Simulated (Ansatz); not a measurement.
# C₃H₉BO: up Jacob's ladder to CCSD(T)

The task here is to estimate one member of a computed series from the others.

Method: functionals in def2-TZVPP, the program's frozen cores in correlated methods; program: Ansatz 0.2.0, Gaussian basis.

The runs, in order: LDA (SPW92), PBE-D4, revPBE-D4, BLYP-D4, r2SCAN-D4, B97M-V, PBE0-D4, B3LYP-D4, r2SCANh-D4, r2SCAN0-D4, HSE06-D4, BHLYP-D4, CAM-B3LYP-D4, LC-ωPBE, ωB97X-V, ωB97M-V, B2PLYP, PBE-QIDH; CCSD(T)/def2-SVP; CCSD(T)/def2-TZVPP; MP2/def2-QZVPP; extrapolation to the limit; RPA on PBE.

## The geometry

An earlier PBE0-D4 in a triple-zeta def2 set relaxation fixed the geometry.

SMILES `[BH3-][O+]=C(C)C`, 14 atoms, charge 0, spin multiplicity 1.

Atoms are counted from 1 here; the program's logs count them from 0.

Bond lengths: B1–O2 1.588 Å, B1–H6 1.203 Å, B1–H7 1.217 Å, B1–H8 1.217 Å, O2–C3 1.233 Å, C3–C4 1.477 Å, C3–C5 1.484 Å, C4–H9 1.095 Å, C4–H10 1.088 Å, C4–H11 1.095 Å, C5–H12 1.094 Å, C5–H13 1.094 Å, C5–H14 1.088 Å. Angles: O2–B1–H6 104.6°, O2–B1–H7 105.4°, O2–B1–H8 105.4°, H6–B1–H7 114.3°, H6–B1–H8 114.3°, H7–B1–H8 111.7°, B1–O2–C3 124.1°, O2–C3–C4 121.3°, O2–C3–C5 118.4°, C4–C3–C5 120.3°, C3–C4–H9 108.4°, C3–C4–H10 112.6°, C3–C4–H11 108.4°, H9–C4–H10 111.3°, H9–C4–H11 104.7°, H10–C4–H11 111.2°, C3–C5–H12 109.4°, C3–C5–H13 109.4° and more.

Set-up of the first run:

in.yaml reads:

```yaml
crystal:
  periodic: [false, false, false]
  atoms:
    - {symbol: B, position_ang: [-1.846048, 0.323444, 0.922059]}
    - {symbol: O, position_ang: [-0.378335, -0.280300, 0.981178]}
    - {symbol: C, position_ang: [0.438883, -0.201210, 0.061425]}
    - {symbol: C, position_ang: [0.106038, 0.482184, -1.205162]}
    - {symbol: C, position_ang: [1.777590, -0.812082, 0.253295]}
    - {symbol: H, position_ang: [-2.330059, 0.048423, 1.988302]}
    - {symbol: H, position_ang: [-2.381828, -0.220206, -0.025657]}
    - {symbol: H, position_ang: [-1.697854, 1.516359, 0.732800]}
    - {symbol: H, position_ang: [-0.201855, 1.507316, -0.973918]}
    - {symbol: H, position_ang: [0.929609, 0.468595, -1.915624]}
    - {symbol: H, position_ang: [-0.788932, 0.012131, -1.626224]}
    - {symbol: H, position_ang: [1.953052, -1.556255, -0.529467]}
    - {symbol: H, position_ang: [2.547964, -0.044755, 0.130496]}
    - {symbol: H, position_ang: [1.858874, -1.272746, 1.235298]}
basis:
  gaussian: {orbitals: def2-TZVPP}
hamiltonian: {xc: lda}
output: {orbitals: {seedname: orbitals}}
```

The run is started by

```
$ ansatz run in.yaml --threads 2 --pin off --events-out ev --progress --plain --max-ram 22528MiB --backend cuda --devices 0, --max-vram 18GiB
```

Steps of the session up to this table: LDA; PBE-D4 (GGA); revPBE-D4 (GGA); BLYP-D4 (GGA); r2SCAN-D4 (meta-GGA); B97M-V (meta-GGA); PBE0-D4 (hybrid); B3LYP-D4 (hybrid); r2SCANh-D4 (hybrid); r2SCAN0-D4 (hybrid); HSE06-D4 (hybrid); BHLYP-D4 (hybrid); CAM-B3LYP-D4 (range-separated); LC-ωPBE (range-separated); ωB97X-V (range-separated); ωB97M-V (range-separated); B2PLYP (double hybrid); PBE-QIDH (double hybrid).

One of the session's tables, all rows but one given; the rest of the session is left out.

It belongs to the step «Frontier levels by functional». 

| functional | HOMO (eV) | LUMO (eV) | gap (eV) |
| --- | --- | --- | --- |
| LDA (SPW92) | -6.33 | -3.01 | 3.32 |
| PBE-D4 | -6.27 | -2.84 | 3.43 |
| revPBE-D4 | -6.23 | -2.76 | 3.46 |
| BLYP-D4 | -6.19 | -2.73 | 3.46 |
| r2SCAN-D4 | -6.54 | -2.64 | 3.90 |
| B97M-V | -6.64 | -2.58 | 4.06 |
| PBE0-D4 | -7.61 | -1.79 | 5.82 |
| B3LYP-D4 | -7.43 | -2.05 | 5.37 |
| r2SCANh-D4 | -7.04 | -2.25 | 4.78 |
| r2SCAN0-D4 | -7.80 | -1.67 | 6.13 |
| HSE06-D4 | -7.20 | -2.18 | 5.03 |
| BHLYP-D4 | -8.93 | -0.58 | 8.34 |
| CAM-B3LYP-D4 | -9.07 | -0.60 | 8.47 |
| LC-ωPBE | ? | ? | ? |
| ωB97X-V | -10.11 | 0.53 | 10.64 |
| ωB97M-V | -9.96 | 0.45 | 10.40 |

Q: Estimate the row for LC-ωPBE from the others.

**Answer.** HOMO (eV): -10.46; LUMO (eV): 0.60; gap (eV): 11.06. In the column «HOMO (eV)» it is the lowest.
